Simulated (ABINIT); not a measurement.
# Cd2S (P3m1) in ABINIT: optical spectrum with LDA

Aim: the optical spectrum of Cd2S with LDA.

Program: ABINIT 10.8.3 (patched build). These are calculated values, not measurements. Logs are shortened: lines on timing, memory, paths and dates and some standing lists are left out, and cuts for length are marked. The log counts tension as positive stress, the text compression.

## Step 1: Starting point

It takes space group P3m1 (No. 156, trigonal). The conventional cell has a = 3.963 Å, b = 3.963 Å, c = 5.809 Å, α = 90.00°, β = 90.00°, γ = 120.00°. Cd (site symmetry 3m) is surrounded by 1 S at 2.52 Å. Around Cd (site symmetry 3m) lie 3 S at 2.60 Å. Around S (site symmetry 3m) lie 4 Cd at 2.52 to 2.60 Å.

The cell comes from a database or a generator and needn't be the stable form of this composition.

## Step 2: Optical spectrum, LDA

Contents of run.abi:

```
ndtset 3

pp_dirpath "./"
pseudos "Cd.upf, S.upf"

acell 3*1.0
rprim
     7.4883611149     0.0000000000     0.0000000000
    -3.7441805574     6.4851109583     0.0000000000
     0.0000000000     0.0000000000    10.9777818854
ntypat 2
znucl 48 16
natom 3
typat 1 1 2
xred
            1/3            2/3   0.9327170000
            2/3            1/3   0.5787350000
            1/3            2/3   0.3657050000

ecut 46.0

ngkpt 8 8 6
nshiftk 1
shiftk 0.0 0.0 0.5
istwfk *1

ixc 7

occopt 3
tsmear 0.05 eV

nstep 80

iomode 3
prteig 0
prtebands 0

nband1 28
tolvrs1 1.0e-12
prtden1 1
prtwf1 0
kptopt1 1

iscf2 -3
getden2 1
nband2 35
nbdbuf2 4
tolwfr2 1.0e-12
nstep2 120
prtden2 0
kptopt2 1

optdriver3 8
wfk_task3 "wfk_optics_fullbz"
getwfk3 2
nband3 31
kptopt3 1
prtevk3 1
inclvkb3 2
```

Contents of optic.abi:

```
&FILES
 ddkfile_1 = 'runo_DS3_1_EVK.nc',
 ddkfile_2 = 'runo_DS3_2_EVK.nc',
 ddkfile_3 = 'runo_DS3_3_EVK.nc',
 wfkfile = 'runo_DS3_WFK.nc'
/
&PARAMETERS
 broadening = 0.007350,
 domega = 0.002,
 maxomega = 0.8,
 scissor = 0.000000,
 tolerance = 0.002
/
&COMPUTATIONS
 num_lin_comp = 2,
 lin_comp = 11,33,
 num_nonlin_comp = 0
/
```

Potentials or basis: PseudoDojo NC SR LDA v0.4.1 standard.

Started as:

```
> mpirun --bind-to none -np 4 abinit run.abi > log 2>&1
> optic optic.abi > optic.log 2>&1
```

run.abo:

```text
.Version 10.8.3 of ABINIT
 DATASET    1 : space group P3 m 1 (#156); Bravais hP (primitive hexag.)
================================================================================
 Values of the parameters that define the memory need for DATASET  1.
     intxc =       0    ionmov =       0      iscf =       7    lmnmax =       6
     lnmax =       6     mgfft =      72  mpssoang =       3    mqgrid =    3352
     natom =       3  nloc_mem =       1    nspden =       1   nspinor =       1
    nsppol =       1      nsym =       6    n1xccc =    2501    ntypat =       2
    occopt =       3   xclevel =       1
       mpw =        7990          nfft =      165888          nkpt =          45
================================================================================
================================================================================
[... 13 lines left out ...]
 DATASET    3 : space group P3 m 1 (#156); Bravais hP (primitive hexag.)
================================================================================
 Values of the parameters that define the memory need for DATASET  3.
     intxc =       0    ionmov =       0      iscf =       7    lmnmax =       6
     lnmax =       6     mgfft =      72  mpssoang =       3    mqgrid =    3352
     natom =       3  nloc_mem =       1    nspden =       1   nspinor =       1
    nsppol =       1      nsym =       6    n1xccc =    2501    ntypat =       2
    occopt =       3   xclevel =       1
       mpw =        7990          nfft =      165888          nkpt =          45
================================================================================
================================================================================

--------------------------------------------------------------------------------
------------- Echo of variables that govern the present computation ------------
--------------------------------------------------------------------------------
 -outvars: echo values of preprocessed input variables --------
            acell      1.0000000000E+00  1.0000000000E+00  1.0000000000E+00 Bohr
              amu      1.12411000E+02  3.20660000E+01
             ecut      4.60000000E+01 Hartree
           getden1          0
           getden2          1
           getden3          0
           getwfk1          0
           getwfk2          0
           getwfk3          2
             iscf1          7
             iscf2         -3
             iscf3          7
              ixc           7
           jdtset        1    2    3
         kptrlatt        8    0    0      0    8    0      0    0    6
          kptrlen      5.99068889E+01
            natom           3
            nband1         28
            nband2         35
            nband3         31
           nbdbuf1          0
           nbdbuf2          4
           nbdbuf3          0
           ndtset           3
            ngfft          48      48      72
             nkpt          45
            nstep1         80
            nstep2        120
            nstep3         80
             nsym           6
           ntypat           2
           occopt           3
        optdriver1          0
        optdriver2          0
        optdriver3          8
           prtden1          1
           prtden2          0
           prtden3          1
        prtebands           0
           prteig           0
           prtevk1          0
           prtevk2          0
           prtevk3          1
            prtwf1          0
            prtwf2          1
            prtwf3          1
            rprim      7.4883611149E+00  0.0000000000E+00  0.0000000000E+00
                      -3.7441805574E+00  6.4851109583E+00  0.0000000000E+00
                       0.0000000000E+00  0.0000000000E+00  1.0977781885E+01
           shiftk      0.00000000E+00  0.00000000E+00  5.00000000E-01
          spgroup         156
           tolvrs1     1.00000000E-12
           tolvrs2     0.00000000E+00
           tolvrs3     0.00000000E+00
           tolwfr1     0.00000000E+00
           tolwfr2     1.00000000E-12
           tolwfr3     0.00000000E+00
           tsmear      1.83746611E-03 Hartree
            typat      1  1  2
         wfk_task1          0
         wfk_task2          0
         wfk_task3          7
           xangst      1.7638933485E-11  2.2878486180E+00  5.4183321310E+00
                       1.9813350232E+00  1.1439243090E+00  3.3619827298E+00
                       1.7638933485E-11  2.2878486180E+00  2.1244505589E+00
            xcart      3.3332753440E-11  4.3234073055E+00  1.0239163787E+01
                       3.7441805575E+00  2.1617036528E+00  6.3532265994E+00
                       3.3332753440E-11  4.3234073055E+00  4.0146297244E+00
[... 246 lines left out ...]

--- !ResultsGS
iteration_state: {dtset: 2, }
comment   : Summary of ground state results
lattice_vectors:
- [  7.4883611,   0.0000000,   0.0000000, ]
- [ -3.7441806,   6.4851110,   0.0000000, ]
- [  0.0000000,   0.0000000,  10.9777819, ]
lattice_lengths: [   7.48836,    7.48836,   10.97778, ]
lattice_angles: [ 90.000,  90.000, 120.000, ] # degrees, (23, 13, 12)
lattice_volume:   5.3311240E+02
convergence: {deltae:  0.000E+00, res2:  0.000E+00, residm:  9.986E-13, diffor:  0.000E+00, }
etotal    :  -3.61642799E+02
entropy   :   0.00000000E+00
fermie    :   1.88005268E-01
cartesian_stress_tensor: null
pressure_GPa: null
xred      :
- [  3.3333E-01,   6.6667E-01,   9.3272E-01, Cd]
- [  6.6667E-01,   3.3333E-01,   5.7873E-01, Cd]
- [  3.3333E-01,   6.6667E-01,   3.6571E-01,  S]
cartesian_forces: null
force_length_stats: {min: null, max: null, mean: null, }
...

 Integrated electronic density in atomic spheres:
 ------------------------------------------------
 Atom  Sphere_radius  Integrated_density
    1        2.00000         17.13800754
    2        2.00000         17.14171478
    3        2.00000          3.85322665
================================================================================

 ----iterations are completed or convergence reached----

 Mean square residual over all n,k,spin=   53.186E-14; max=  99.855E-14
 reduced coordinates (array xred) for    3 atoms
       0.333333333333      0.666666666667      0.932717000000
       0.666666666667      0.333333333333      0.578735000000
       0.333333333333      0.666666666667      0.365705000000

 cartesian coordinates (angstrom) at end:
    1      0.00000000001764     2.28784861798768     5.41833213100442
    2      1.98133502317329     1.14392430899384     3.36198272984929
    3      0.00000000001764     2.28784861798768     2.12445055892513
 length scales=  1.000000000000  1.000000000000  1.000000000000 bohr
              =  0.529177210544  0.529177210544  0.529177210544 angstroms
 Eigenvalues (hartree) for nkpt=  45  k points:
 kpt#   1, nband= 35, wtk=  0.00521, kpt=  0.0000  0.0000  0.0833 (reduced coord)
  -3.56423   -3.55558   -2.13673   -2.13673   -2.13527   -2.12785   -2.12760   -2.12760
  -0.27879   -0.12150   -0.12150   -0.11835   -0.11835   -0.11706   -0.10758   -0.10735
  -0.10735   -0.09480   -0.09480    0.00844    0.06000    0.15944    0.15944    0.29196
   0.36426    0.42908    0.42908    0.48202    0.48202    0.54619    0.56660    0.57595
   0.57595    0.58959    0.63588
      occupation numbers for kpt#   1
   2.00000    2.00000    2.00000    2.00000    2.00000    2.00000    2.00000    2.00000
   2.00000    2.00000    2.00000    2.00000    2.00000    2.00000    2.00000    2.00000
   2.00000    2.00000    2.00000    2.00000    2.00000    2.00000    2.00000    0.00000
   0.00000    0.00000    0.00000    0.00000    0.00000    0.00000    0.00000    0.00000
   0.00000    0.00000    0.00000
 prteigrs : prtvol=0 or 1, do not print more k-points.

--- !EnergyTerms
iteration_state     : {dtset: 2, }
comment             : Components of total free energy in Hartree
kinetic             :  1.26355060482600E+02
hartree             :  1.26695080034039E+02
xc                  : -5.12119482426713E+01
Ewald energy        : -1.91711577233183E+02
psp_core            :  4.77916366081564E+00
local_psp           : -3.85719571611369E+02
non_local_psp       :  9.17102707790823E+00
internal            : -3.61642765831861E+02
'-kT*entropy'       : -3.58461853667514E-05
total_energy        : -3.61642801678046E+02
...

--- !EnergyTermsDC
iteration_state     : {dtset: 2, }
comment             : '"Double-counting" decomposition of free energy'
band_energy         : -4.18079885988966E+01
Ewald energy        : -1.91711577233183E+02
psp_core            :  4.77916366081564E+00
xc_dc               : -1.32902361176349E+02
internal            : -3.61642763347613E+02
'-kT*entropy'       : -3.58461853667514E-05
total_energy_dc     : -3.61642799193798E+02
...

================================================================================
== DATASET  3 ==================================================================

--- !DatasetInfo
iteration_state: {dtset: 3, }
dimensions: {natom: 3, nkpt: 45, mband: 31, nsppol: 1, nspinor: 1, nspden: 1, mpw: 7990, }
cutoff_energies: {ecut:  46.0, pawecutdg:  -1.0, }
electrons: {nelect:   4.60000000E+01, charge:   0.00000000E+00, occopt:   3.00000000E+00, tsmear:   1.83746611E-03, }
meta: {optdriver: 8, wfk_task: 7, }
...

 mkfilename : getwfk/=0, take file _WFK from output of DATASET   2.

 Exchange-correlation functional for the present dataset will be:
  LDA: Perdew-Wang 92 LSD fit to Ceperley-Alder data - ixc=7
  J.P.Perdew and Y.Wang, PRB 45, 13244 (1992)

--------------------------------------------------------------------------------

 Computation of velocity matrix elements (DDK)

 Parameters extracted from the Abinit header:
    ecut:     46.0
    nkpt:    384
    mband:   35
    nsppol:  1
    nspinor: 1
    useylm:  0
    inclvkb: 2
    bmin: 1, bmax: 35
    Computing diagonal and off-diagonal matrix elements
    Between band index bmin: 1, bmax: 35

== END DATASET(S) ==============================================================
================================================================================

 -outvars: echo values of variables after computation  --------
            acell      1.0000000000E+00  1.0000000000E+00  1.0000000000E+00 Bohr
           etotal1    -3.6164279919E+02
           etotal2    -3.6164279919E+02
           etotal3     0.0000000000E+00
            fcart1     3.8354919863E-28 -2.2144223308E-28  3.4587331702E-04
                      -1.0547602962E-27 -3.8752390787E-28 -3.2296984475E-03
                       6.7121109761E-28  6.0896614095E-28  2.8838251305E-03
            fcart3     0.0000000000E+00  0.0000000000E+00  0.0000000000E+00
                       0.0000000000E+00  0.0000000000E+00  0.0000000000E+00
                       0.0000000000E+00  0.0000000000E+00  0.0000000000E+00
            rprim      7.4883611149E+00  0.0000000000E+00  0.0000000000E+00
                      -3.7441805574E+00  6.4851109583E+00  0.0000000000E+00
                       0.0000000000E+00  0.0000000000E+00  1.0977781885E+01
           strten1     1.7012689036E-04  1.7012689012E-04  2.2804474318E-04
                       0.0000000000E+00  0.0000000000E+00 -7.0429623587E-14
           strten3     0.0000000000E+00  0.0000000000E+00  0.0000000000E+00
                       0.0000000000E+00  0.0000000000E+00  0.0000000000E+00
           xangst      1.7638933485E-11  2.2878486180E+00  5.4183321310E+00
                       1.9813350232E+00  1.1439243090E+00  3.3619827298E+00
                       1.7638933485E-11  2.2878486180E+00  2.1244505589E+00
             xred      3.3333333333E-01  6.6666666667E-01  9.3271700000E-01
                       6.6666666667E-01  3.3333333333E-01  5.7873500000E-01
                       3.3333333333E-01  6.6666666667E-01  3.6570500000E-01
 Calculation completed.
```

It took 4.6 min on 4 MPI ranks of Arm Neoverse V2, shared host; peak memory 2.3 GiB.

What came out:

```yaml
Free_energy: -9840.8019 eV
Largest_force: 0.166 eV/Å
```

Forces on the atoms (eV/Å):
```
Cd   0.000  0.000  0.018
Cd   0.000  0.000 -0.166
S    0.000  0.000  0.148
```

Dielectric function (mean over the directions given):
```csv
energy (eV),real part,imaginary part
0.33,26.30,4.41
0.98,14.37,14.89
1.63,8.71,12.29
2.29,-0.28,13.69
2.94,-0.62,5.96
3.70,1.85,4.88
4.35,1.64,4.99
5.01,1.29,5.59
5.66,-0.40,4.90
6.31,-0.71,4.97
7.08,-1.15,3.60
7.73,-0.89,2.40
8.38,-0.61,2.14
9.03,-0.62,1.86
9.69,-0.46,1.60
10.45,-0.40,1.18
11.10,-0.07,1.14
11.76,-0.11,1.07
12.41,0.03,1.08
13.06,-0.03,1.03
13.82,-0.11,0.75
14.48,0.10,0.72
15.13,0.06,0.57
15.78,0.19,0.57
16.44,0.21,0.51
17.20,0.22,0.46
17.85,0.25,0.39
18.50,0.33,0.34
19.16,0.37,0.38
19.92,0.35,0.36
```

Caveat: the cutoff is too short for stress, so the log's stress isn't used; the intraband (Drude) term is left out; spectra need much finer meshes, so this one isn't converged; independent-particle spectra lack excitons.
